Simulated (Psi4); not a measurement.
# TiO2 (SMILES [O]=[Ti]=[O]) at TPSSh/aug-cc-pVDZ, part 2 of 2

Psi4 1.11. The steps go on from the part before.

### 3 The triplet at the same level

The input, job.in:

```
memory 1.6 GB

molecule m {
  0 3
  O      0.921000     0.928800     0.444600
  Ti     0.135000    -0.492000     0.331600
  O     -1.056100    -0.436800    -0.776200
  symmetry c1
  no_reorient
  no_com
}

set {
  reference            uks
  puream               true
  e_convergence        1e-09
  d_convergence        1e-08
  scf_type             pk
  dft_radial_points    99
  dft_spherical_points 590
  maxiter              100
}

e, wfn = energy("tpssh/aug-cc-pVDZ", return_wfn=True)
print_variables()
```

On the command line:

```bash
$ psi4 -i job.in -o job.out -n 1
```

job.out:

```text
Psi4 1.11 release

   => Loading Basis Set <=

    Name: AUG-CC-PVDZ
    Role: ORBITAL
    Keyword: BASIS

         ---------------------------------------------------------
                                   SCF
                              UKS Reference
                        1 Threads,   1525 MiB Core
         ---------------------------------------------------------

  ==> Geometry <==

    Molecular point group: c1
    Full point group: C1

    Geometry (in Angstrom), charge = 0, multiplicity = 3:

       Center              X                  Y                   Z               Mass
    ------------   -----------------  -----------------  -----------------  -----------------
         O            0.921000000000     0.928800000000     0.444600000000    15.994914619570
         TI           0.135000000000    -0.492000000000     0.331600000000    47.947941980000
         O           -1.056100000000    -0.436800000000    -0.776200000000    15.994914619570

  Running in c1 symmetry.

  Rotational constants: A =      0.81383  B =      0.29018  C =      0.21391 [cm^-1]
  Rotational constants: A =  24398.10477  B =   8699.23448  C =   6412.74613 [MHz]
  Nuclear repulsion =  127.009919010096439

  Charge       = 0
  Multiplicity = 3
  Electrons    = 38
  Nalpha       = 20
  Nbeta        = 18

  ==> Algorithm <==

  SCF Algorithm Type is PK.
  DIIS enabled.
  MOM disabled.
  Fractional occupation disabled.
  Guess Type is SAD.
  Energy threshold   = 1.00e-09
  Density threshold  = 1.00e-08
  Integral threshold = 1.00e-12

  ==> Primary Basis <==

  Basis Set: AUG-CC-PVDZ
    Blend: AUG-CC-PVDZ
    Number of shells: 37
    Number of basis functions: 105
    Number of Cartesian functions: 119
    Spherical Harmonics?: true
    Max angular momentum: 3

  ==> DFT Potential <==

   => LibXC <=

    Version 7.1.2

   => Composite Functional: TPSSH <=

    TPSSh Hyb-GGA Exchange-Correlation Functional

    Deriv               =              1
    GGA                 =           TRUE
    Meta                =           TRUE

    Exchange Hybrid     =           TRUE
    MP2 Hybrid          =          FALSE

   => Exchange Functionals <=

    0.9000   Tao, Perdew, Staroverov & Scuseria

   => Exact (HF) Exchange <=

    0.1000               HF

   => Correlation Functionals <=

    1.0000   Tao, Perdew, Staroverov & Scuseria

   => LibXC Density Thresholds  <==

    XC_HYB_MGGA_XC_TPSSH:  1.00E-15

   => Molecular Quadrature <=

    Radial Scheme          =       TREUTLER
    Pruning Scheme         =           NONE
    Nuclear Scheme         =       TREUTLER

    Blocking Scheme        =         OCTREE
    BS radius alpha        =              1
    Pruning alpha          =              1
    Radial Points          =             99
    Spherical Points       =            590
    Total Points           =         172292
    Total Blocks           =           1371
    Max Points             =            256
    Max Functions          =            105
    Weights Tolerance      =       1.00E-15

  ==> Integral Setup <==

  Using in-core PK algorithm.
   Calculation information:
      Number of atoms:                   3
      Number of AO shells:              37
      Number of primitives:            228
      Number of atomic orbitals:       119
      Number of basis functions:       105

      Integral cutoff                 1.00e-12
      Number of threads:                 1

  Performing in-core PK
  Using 30974790 doubles for integral storage.
  We computed 247252 shell quartets total.
  Whereas there are 247456 unique shell quartets.

  ==> DiskJK: Disk-Based J/K Matrices <==

    J tasked:                  Yes
    K tasked:                  Yes
    wK tasked:                  No
    Memory [MiB]:              927
    Schwarz Cutoff:          1E-12

  Cached 16.7% of DFT collocation blocks in 0.217 [GiB].

  Minimum eigenvalue in the overlap matrix is 5.0724841178E-05.
  Reciprocal condition number of the overlap matrix is 9.4416710781E-06.
    Using symmetric orthogonalization.

  ==> Pre-Iterations <==

  SCF Guess: Superposition of Atomic Densities via on-the-fly atomic UHF (no occupation information).

   -------------------------
    Irrep   Nso     Nmo
   -------------------------
     A        105     105
   -------------------------
    Total     105     105
   -------------------------

  ==> Iterations <==

                        Total Energy        Delta E     RMS |[F,P]|

   @UKS iter SAD:  -999.09651613672361   -9.99097e+02   0.00000e+00
   @UKS iter   1:  -999.56540576324085   -4.68890e-01   8.70599e-03 DIIS/ADIIS
   @UKS iter   2:  -995.36410797683197    4.20130e+00   2.81221e-02 DIIS/ADIIS
   @UKS iter   3:  -999.71044669798982   -4.34634e+00   6.13709e-03 DIIS/ADIIS
   @UKS iter   4:  -999.78734674372322   -7.69000e-02   5.58973e-03 DIIS/ADIIS
   @UKS iter   5:  -999.90774679002880   -1.20400e-01   1.60394e-03 DIIS/ADIIS
   @UKS iter   6:  -999.92042276599295   -1.26760e-02   2.49487e-04 DIIS/ADIIS
   @UKS iter   7:  -999.91995859679685    4.64169e-04   3.93319e-04 DIIS/ADIIS
   @UKS iter   8:  -999.92063792136298   -6.79325e-04   1.20630e-04 DIIS/ADIIS
   @UKS iter   9:  -999.92070652809139   -6.86067e-05   6.20627e-06 DIIS
   @UKS iter  10:  -999.92070689427874   -3.66187e-07   2.19493e-06 DIIS
   @UKS iter  11:  -999.92070696943290   -7.51542e-08   8.69894e-07 DIIS
   @UKS iter  12:  -999.92070699411056   -2.46777e-08   3.65024e-07 DIIS
   @UKS iter  13:  -999.92070699728527   -3.17470e-09   1.91149e-07 DIIS
   @UKS iter  14:  -999.92070699796079   -6.75527e-10   4.15294e-08 DIIS
   @UKS iter  15:  -999.92070699812746   -1.66665e-10   4.26260e-08 DIIS
   @UKS iter  16:  -999.92070699809460    3.28555e-11   4.31221e-08 DIIS
   @UKS iter  17:  -999.92070699796307    1.31536e-10   2.47949e-08 DIIS
   @UKS iter  18:  -999.92070699790418    5.88898e-11   1.40714e-08 DIIS
   @UKS iter  19:  -999.92070699790122    2.95586e-12   2.24574e-08 DIIS
   @UKS iter  20:  -999.92070699790190   -6.82121e-13   1.46300e-09 DIIS
  Energy and wave function converged.

  ==> Post-Iterations <==

   Electrons on quadrature grid:
      Nalpha   =   20.0000000713 ; deviation = 7.131e-08
      Nbeta    =   18.0000002974 ; deviation = 2.974e-07
      Ntotal   =   38.0000003687 ; deviation = 3.687e-07

   @Spin Contamination Metric:   1.635445704E-02
   @S^2 Expected:                2.000000000E+00
   @S^2 Observed:                2.016354457E+00
   @S   Expected:                1.000000000E+00
   @S   Observed:                1.000000000E+00

    Orbital Energies [Eh]
    ---------------------

    Alpha Occupied:

       1A   -178.619004     2A    -19.712786     3A    -19.079215
       4A    -19.079188     5A    -16.408925     6A    -16.403991
       7A    -16.403235     8A     -2.305873     9A     -1.452943
      10A     -1.435886    11A     -1.425884    12A     -0.888156
      13A     -0.871440    14A     -0.386393    15A     -0.335393
      16A     -0.330356    17A     -0.320898    18A     -0.319690
      19A     -0.303459    20A     -0.138190

    Alpha Virtual:

      21A     -0.113528    22A     -0.048632    23A     -0.016135
      24A     -0.008034    25A     -0.006581    26A     -0.000593
      27A      0.013303    28A      0.019804    29A      0.034176
      30A      0.034512    31A      0.035717    32A      0.039538
      33A      0.041138    34A      0.044601    35A      0.046090
      36A      0.069794    37A      0.073534    38A      0.115693
      39A      0.127768    40A      0.137843    41A      0.144670
      42A      0.151279    43A      0.155953    44A      0.172847
      45A      0.202257    46A      0.216461    47A      0.219443
      48A      0.221306    49A      0.231981    50A      0.238156
      51A      0.244161    52A      0.244616    53A      0.247403
      54A      0.314383    55A      0.345893    56A      0.360750
      57A      0.361149    58A      0.388942    59A      0.408701
      60A      0.493902    61A      0.528452    62A      0.662309
      63A      0.668473    64A      0.712839    65A      0.730997
      66A      0.814296    67A      0.880415    68A      0.881616
      69A      0.915762    70A      0.934095    71A      0.953481
      72A      0.967257    73A      1.002186    74A      1.009240
      75A      1.050025    76A      1.061753    77A      1.168751
      78A      1.204985    79A      1.217759    80A      1.227566
      81A      1.236523    82A      1.247276    83A      1.386463
      84A      1.450997    85A      1.502130    86A      1.667472
      87A      1.760558    88A      1.782758    89A      1.831819
      90A      1.930982    91A      2.030319    92A      2.175142
      93A      2.188881    94A      2.470315    95A      2.596943
      96A      3.233645    97A      3.266057    98A      3.271425
      99A      3.284555   100A      3.317792   101A      3.337673
     102A      3.353647   103A      3.379312   104A      3.643872
     105A      3.720467

    Beta Occupied:

       1A   -178.618514     2A    -19.705695     3A    -19.064570
       4A    -19.064550     5A    -16.406991     6A    -16.395197
       7A    -16.395161     8A     -2.281684     9A     -1.448092
      10A     -1.400748    11A     -1.386976    12A     -0.846509
      13A     -0.832280    14A     -0.321884    15A     -0.315643
      16A     -0.307538    17A     -0.300287    18A     -0.290691

    Beta Virtual:

      19A     -0.201661    20A     -0.088847    21A     -0.044544
      22A     -0.036498    23A      0.000689    24A      0.004235
      25A      0.010561    26A      0.015628    27A      0.017767
      28A      0.026528    29A      0.043410    30A      0.043798
      31A      0.045032    32A      0.045634    33A      0.050608
      34A      0.054155    35A      0.063275    36A      0.074799
      37A      0.080487    38A      0.129602    39A      0.147567
      40A      0.148433    41A      0.156666    42A      0.166222
      43A      0.169962    44A      0.185419    45A      0.211183
      46A      0.219974    47A      0.223674    48A      0.227458
      49A      0.240917    50A      0.244419    51A      0.251940
      52A      0.256813    53A      0.261322    54A      0.325137
      55A      0.357712    56A      0.373462    57A      0.378261
      58A      0.397807    59A      0.417344    60A      0.510322
      61A      0.539372    62A      0.676414    63A      0.700830
      64A      0.728803    65A      0.744588    66A      0.821985
      67A      0.892436    68A      0.907720    69A      0.931847
      70A      0.954428    71A      0.970919    72A      0.984261
      73A      1.015446    74A      1.015604    75A      1.063822
      76A      1.090394    77A      1.179459    78A      1.213304
      79A      1.239049    80A      1.249961    81A      1.265448
      82A      1.277679    83A      1.413369    84A      1.472016
      85A      1.523272    86A      1.679008    87A      1.790621
      88A      1.800487    89A      1.852781    90A      1.944526
      91A      2.052017    92A      2.194790    93A      2.207318
      94A      2.482871    95A      2.617694    96A      3.273690
      97A      3.310693    98A      3.314270    99A      3.326404
     100A      3.354074   101A      3.357120   102A      3.367863
     103A      3.415660   104A      3.667962   105A      3.747061

    Final Occupation by Irrep:
              A
    DOCC [    18 ]
    SOCC [     2 ]
    NA   [    20 ]
    NB   [    18 ]

  @UKS Final Energy:  -999.92070699790190

   => Energetics <=

    Nuclear Repulsion Energy =            127.0099190100964393
    One-Electron Energy =               -1625.7711136160032765
    Two-Electron Energy =                 552.4489732084575735
    DFT Exchange-Correlation Energy =     -53.6084856004526245
    Empirical Dispersion Energy =           0.0000000000000000
    VV10 Nonlocal Energy =                  0.0000000000000000
    Total Energy =                       -999.9207069979019025

  UHF NO Occupations:
  HONO-2 :   18  A 1.9927464
  HONO-1 :   19  A 1.0000000
  HONO-0 :   20  A 1.0000000
  LUNO+0 :   21  A 0.0072536
  LUNO+1 :   22  A 0.0002109
  LUNO+2 :   23  A 0.0002095
  LUNO+3 :   24  A 0.0001947

Computation Completed

Properties will be evaluated at   0.000000,   0.000000,   0.000000 [a0]

Properties computed using the SCF density matrix

 Multipole Moments:

 ------------------------------------------------------------------------------------
     Multipole            Electronic (a.u.)      Nuclear  (a.u.)        Total (a.u.)
 ------------------------------------------------------------------------------------

 L = 1.  Multiply by 2.5417464519 to convert [e a0] to [Debye]
 Dipole X            :         -3.1964576            3.5700706            0.3736130
 Dipole Y            :         11.6557031          -13.0164336           -1.3607305
 Dipole Z            :         -7.8556178            8.7728646            0.9172468
 Magnitude           :                                                    1.6830079

 ------------------------------------------------------------------------------------

	total time  =        112 seconds =       1.87 minutes

  Variable Map:
  ----------------------------------------------------------------------------
  "CURRENT ENERGY"              =>    -999.920706997902
  "CURRENT REFERENCE ENERGY"    =>    -999.920706997902
  "DD SOLVATION ENERGY"         =>       0.000000000000
  "DFT FUNCTIONAL TOTAL ENERGY" =>    -999.920706997902
  "DFT TOTAL ENERGY"            =>    -999.920706997902
  "DFT VV10 ENERGY"             =>       0.000000000000
  "DFT XC ENERGY"               =>     -53.608485600453
  "GRID ELECTRONS ALPHA"        =>      20.000000071306
  "GRID ELECTRONS BETA"         =>      18.000000297367
  "GRID ELECTRONS TOTAL"        =>      38.000000368673
  "NUCLEAR REPULSION ENERGY"    =>     127.009919010096
  "ONE-ELECTRON ENERGY"         =>   -1625.771113616003
  "PCM POLARIZATION ENERGY"     =>       0.000000000000
  "PE ENERGY"                   =>       0.000000000000
  "SCF ITERATION ENERGY"        =>    -999.920706997902
  "SCF ITERATIONS"              =>      20.000000000000
  "SCF TOTAL ENERGY"            =>    -999.920706997902
  "TWO-ELECTRON ENERGY"         =>     552.448973208458
  "XC GRID RADIAL POINTS"       =>      99.000000000000
  "XC GRID SPHERICAL POINTS"    =>     590.000000000000
  "XC GRID TOTAL POINTS"        =>  172292.000000000000

  Array Variable Map:
  ----------------------------------------------------------------------------
  "CURRENT DIPOLE"              =>       0.373612995334 ... 0.917246778424 1 by 3
  "SCF DIPOLE"                  =>       0.373612995334 ... 0.917246778424 1 by 3
  "SCF TOTAL ENERGIES"          =>    -999.096516136724 ... -999.920706997902 1 by 21

    Psi4 run time: 0:01:52.19
```

Run time: 1.9 min. Hardware: 1 thread of Intel Xeon Platinum 8488C (Sapphire Rapids), shared host; peak memory 1.7 GiB.

### 4 Results

This closing draws on all 2 parts.

At TPSSh/aug-cc-pVDZ:

```
                                        quantity           value
                           singlet: total energy  -1000.02503 Eh
                          singlet: dipole moment          6.58 D
                            singlet: HOMO energy        -6.45 eV
                            singlet: LUMO energy        -3.05 eV
                          singlet: HOMO–LUMO gap         3.39 eV
                           triplet: total energy   -999.92071 Eh
                          triplet: dipole moment          4.28 D
     triplet: HOMO energy (highest over α and β)        -3.76 eV
                                   triplet: ⟨S²⟩           2.016
vertical energy of the triplet above the singlet        2.839 eV
```

What this shows: At this shape the triplet lies 2.84 eV (65 kcal/mol) above the singlet.
